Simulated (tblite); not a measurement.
# F2GeH4: the cost of one run

Programs: tblite 0.8.0 and PySCF 2.14.0. All values are calculated, for the isolated system unless a continuum is named. Atoms count from 0, parts from 1.

## Step 1: Starting point

7 atoms, charge 0, multiplicity 1; geometry: rigid parts in contact. Parts: 1 = atoms 0–4, `[F][GeH3]`, charge 0; 2 = atoms 5–6, `F`, charge 0.

## Step 2: Search for minima with GFN2-xTB

Job settings and geometry (Å):

```
{"job": {"kind": "dock", "xc": "GFN2-xTB", "basis": "xTB"}, "charge": 0, "multiplicity": 1, "parts": [{"atoms": "0-4", "charge": 0, "multiplicity": 1}, {"atoms": "5-6", "charge": 0, "multiplicity": 1}]}
Ge     0.098581     0.084256     0.050014
F     -1.131158    -0.967476    -0.574671
H     -0.679712     1.162305     0.729693
H      0.876677    -0.799611     0.968011
H      0.835611     0.520526    -1.173048
F     -0.477095     2.766455    -1.407137
H     -0.931967     2.198300    -1.990054
```

With the program's defaults for keys left out, this is: GFN2-xTB search for minima from random contacts, gas phase.

Command:

```console
$ OMP_NUM_THREADS=1 python cluster_run.py task.json out
```

This one command runs all jobs of the session in turn.

Q: Estimate the wall time of this first job on 1 thread of Arm Neoverse N1, shared host.

About 6.1 s.
